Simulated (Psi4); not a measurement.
# SnH4S (SMILES [SH][SnH3]): CAM-B3LYP/def2-QZVP (density fitting, core potential, sweep point 5)

Aim: the vertical electron affinity of SnH4S at CAM-B3LYP/def2-QZVP (density fitting, core potential, sweep point 5), from 2 runs. The job is set up through a Python script.

The calculation is run with Psi4 1.11.

### Step 1. The system as given

SnH4S: 6 atoms, total charge 0, spin state singlet. As SMILES, `[SH][SnH3]`. The coordinates come from a PBE0-D4/def2-TZVP relaxation.

Bond lengths: S1–Sn2 2.406 Å, S1–H3 1.343 Å, Sn2–H4 1.706 Å, Sn2–H5 1.706 Å, Sn2–H6 1.701 Å. Angles: S1–Sn2–H4 109.4°, S1–Sn2–H5 109.5°, S1–Sn2–H6 104.7°, Sn2–S1–H3 93.9°, H4–Sn2–H5 110.2°, H4–Sn2–H6 111.4°, H5–Sn2–H6 111.4°.

### Step 2. A single-point energy at CAM-B3LYP/def2-QZVP (density fitting, core potential, sweep point 5)

File h4ssn.py:

```python
import psi4

psi4.set_memory(1600000000)
psi4.set_num_threads(1)
psi4.core.set_output_file('output.dat', False)

molecule = psi4.geometry("""
S      1.95454373    -1.71076906     2.38426745
Sn    -0.58959455     0.86209306    -0.36736276
H      2.14786271    -3.61334532     0.71526134
H     -3.30815455    -0.70883627    -1.09509629
H      1.06448273     1.52444206    -3.05323050
H     -1.18939362     3.52547306     1.32866644
units au
symmetry c1
""")

psi4.set_options({
    'puream': True,
    'scf_type': 'df',
    'dft_radial_points': 99,
    'dft_spherical_points': 590,
})

e_tot, wfn = psi4.energy("cam-b3lyp/def2-QZVP", return_wfn=True)
print(f'cam-b3lyp/def2-QZVP energy: {e_tot:.10f} Eh')
for k, v in sorted(psi4.core.scalar_variables().items()):
    print(f'{k:45s} {v:18.10f}')
```

Run with:

```
$ python h4ssn.py
```

output.dat:

```text
[...]
    !!!  WARNING: ECP capability is in beta. Please check occupations closely.  !!!
[...]
  Running in c1 symmetry.
[...]
  Nuclear repulsion =  116.934173834734835
[...]
  Multiplicity = 1
[...]
  Nalpha       = 21
  Nbeta        = 21
[...]
    Number of basis functions: 272
[...]
   @DF-RKS iter   1:  -614.69295304375021   -1.29496e+00   2.76940e-03 ADIIS/DIIS
[...]
   @DF-RKS iter   7:  -614.91784897494961   -5.39907e-07   8.89952e-07 DIIS
[...]
    Orbital Energies [Eh]
    ---------------------
    Doubly Occupied:
       1A    -88.916236     2A     -8.001006     3A     -5.964306
       4A     -5.961969     5A     -5.956913     6A     -5.188029
       7A     -3.531772     8A     -3.529277     9A     -3.528959
      10A     -1.113306    11A     -1.111472    12A     -1.111027
      13A     -1.106575    14A     -1.106504    15A     -0.798220
      16A     -0.596725    17A     -0.467454    18A     -0.405116
      19A     -0.397263    20A     -0.369223    21A     -0.316334
[...]
  @DF-RKS Final Energy:  -614.91784897494961
   => Energetics <=
    Nuclear Repulsion Energy =            116.9341738347348354
    One-Electron Energy =               -1161.9082706311905895
    Two-Electron Energy =                 463.6692754964025198
    DFT Exchange-Correlation Energy =     -33.6130276748963510
    Empirical Dispersion Energy =           0.0000000000000000
    VV10 Nonlocal Energy =                  0.0000000000000000
    Total Energy =                       -614.9178489749496066
[...]
 Multipole Moments:
 ------------------------------------------------------------------------------------
     Multipole            Electronic (a.u.)      Nuclear  (a.u.)        Total (a.u.)
 ------------------------------------------------------------------------------------
 L = 1.  Multiply by 2.5417464519 to convert [e a0] to [Debye]
 Dipole X            :        -19.8724025           19.5751553           -0.2972472
 Dipole Y            :         21.1074948          -20.9875099            0.1199848
 Dipole Z            :        -20.3832758           19.8635170           -0.5197588
 Magnitude           :                                                    0.6106566
[...]
```

The script printed:

```text
cam-b3lyp/def2-QZVP energy: -614.9178489749 Eh
CURRENT ENERGY                                   -614.9178489749
CURRENT REFERENCE ENERGY                         -614.9178489749
DD SOLVATION ENERGY                                 0.0000000000
DFT FUNCTIONAL TOTAL ENERGY                      -614.9178489749
DFT TOTAL ENERGY                                 -614.9178489749
DFT VV10 ENERGY                                     0.0000000000
DFT XC ENERGY                                     -33.6130276749
GRID ELECTRONS ALPHA                               20.9999996578
GRID ELECTRONS BETA                                20.9999996578
GRID ELECTRONS TOTAL                               41.9999993155
NUCLEAR REPULSION ENERGY                          116.9341738347
ONE-ELECTRON ENERGY                             -1161.9082706312
PCM POLARIZATION ENERGY                             0.0000000000
PE ENERGY                                           0.0000000000
SCF ITERATION ENERGY                             -614.9178489749
SCF ITERATIONS                                      7.0000000000
SCF TOTAL ENERGY                                 -614.9178489749
TWO-ELECTRON ENERGY                               463.6692754964
XC GRID RADIAL POINTS                              99.0000000000
XC GRID SPHERICAL POINTS                          590.0000000000
XC GRID TOTAL POINTS                           336248.0000000000
```

It took 68 s on 1 thread of Intel Xeon Platinum 8259CL at 2.50GHz (Skylake/Cascade Lake), shared host; peak memory 1.3 GiB.

### Step 3. The doublet anion at the same level

File job.py:

```python
import psi4

psi4.set_memory('1600 MB')
psi4.set_num_threads(1)
psi4.set_output_file('run.log', False)

m = psi4.geometry("""
-1 2
S      1.95454373    -1.71076906     2.38426745
Sn    -0.58959455     0.86209306    -0.36736276
H      2.14786271    -3.61334532     0.71526134
H     -3.30815455    -0.70883627    -1.09509629
H      1.06448273     1.52444206    -3.05323050
H     -1.18939362     3.52547306     1.32866644
units bohr
symmetry c1
""")

psi4.set_options(dict(reference='uks', puream=True, scf_type='df', dft_radial_points=99, dft_spherical_points=590, maxiter=150))

result = psi4.energy('cam-b3lyp/def2-QZVP', molecule=m)
print(f'total energy {result:.8f} hartree = {result * 27.211386:.5f} eV')
```

Run with:

```
$ python job.py
```

run.log:

```text
[...]
    !!!  WARNING: ECP capability is in beta. Please check occupations closely.  !!!
[...]
  Running in c1 symmetry.
[...]
  Nuclear repulsion =  116.934173834734835
[...]
  Multiplicity = 2
[...]
  Nalpha       = 22
  Nbeta        = 21
[...]
    Number of basis functions: 272
[...]
   @DF-UKS iter   1:  -614.45574533521551   -1.05775e+00   3.42696e-03 DIIS/ADIIS
[...]
   @DF-UKS iter  12:  -614.88967627554257   -8.44454e-07   5.53630e-07 DIIS
[...]
   @S^2 Observed:                7.524362288E-01
[...]
    Orbital Energies [Eh]
    ---------------------
    Alpha Occupied:
       1A    -88.728593     2A     -7.815427     3A     -5.778574
       4A     -5.775929     5A     -5.771561     6A     -4.996694
       7A     -3.339856     8A     -3.338081     9A     -3.337897
      10A     -0.922303    11A     -0.920730    12A     -0.920677
      13A     -0.916013    14A     -0.915868    15A     -0.623515
      16A     -0.419421    17A     -0.294796    18A     -0.229557
      19A     -0.222902    20A     -0.200628    21A     -0.144187
      22A      0.051506
    Alpha Virtual:
      23A      0.177294    24A      0.186957    25A      0.188195
[...]
  @DF-UKS Final Energy:  -614.88967627554257
   => Energetics <=
    Nuclear Repulsion Energy =            116.9341738347348354
    One-Electron Energy =               -1169.6349902719985039
    Two-Electron Energy =                 471.5200559901774113
    DFT Exchange-Correlation Energy =     -33.7089158284562274
    Empirical Dispersion Energy =           0.0000000000000000
    VV10 Nonlocal Energy =                  0.0000000000000000
    Total Energy =                       -614.8896762755425698
[...]
 Multipole Moments:
 ------------------------------------------------------------------------------------
     Multipole            Electronic (a.u.)      Nuclear  (a.u.)        Total (a.u.)
 ------------------------------------------------------------------------------------
 L = 1.  Multiply by 2.5417464519 to convert [e a0] to [Debye]
 Dipole X            :        -19.4425262           19.5751553            0.1326291
 Dipole Y            :         20.7381257          -20.9875099           -0.2493842
 Dipole Z            :        -19.8462317           19.8635170            0.0172854
 Magnitude           :                                                    0.2829872
[...]
```

The script printed:

```text
total energy -614.88967628 hartree = -16732.00033 eV
```

It took 2.7 min on 1 thread of Intel Xeon Platinum 8259CL at 2.50GHz (Skylake/Cascade Lake), shared host; peak memory 1.3 GiB.

### Step 4. Summary of results

At CAM-B3LYP/def2-QZVP (density fitting, core potential, sweep point 5):

```
                                         quantity          value
                      singlet SnH4S: total energy  -614.91785 Eh
                     singlet SnH4S: dipole moment         1.55 D
                       singlet SnH4S: HOMO energy       -8.61 eV
                       singlet SnH4S: LUMO energy        0.12 eV
                     singlet SnH4S: HOMO–LUMO gap        8.73 eV
                      doublet anion: total energy  -614.88968 Eh
doublet anion: HOMO energy (highest over α and β)        1.40 eV
 doublet anion: LUMO energy (lowest over α and β)        4.30 eV
                              doublet anion: ⟨S²⟩          0.752
vertical electron affinity (to the doublet anion)      -0.767 eV
```

What this shows: The anion lies 0.77 eV (74.0 kJ/mol) above the neutral: the electron isn't bound at this level, and such a value depends on the basis. Without diffuse functions anions come out too high. The HOMO (doublet anion) lies at positive energy, 1.40 eV; only total energies tell whether the electron is bound.
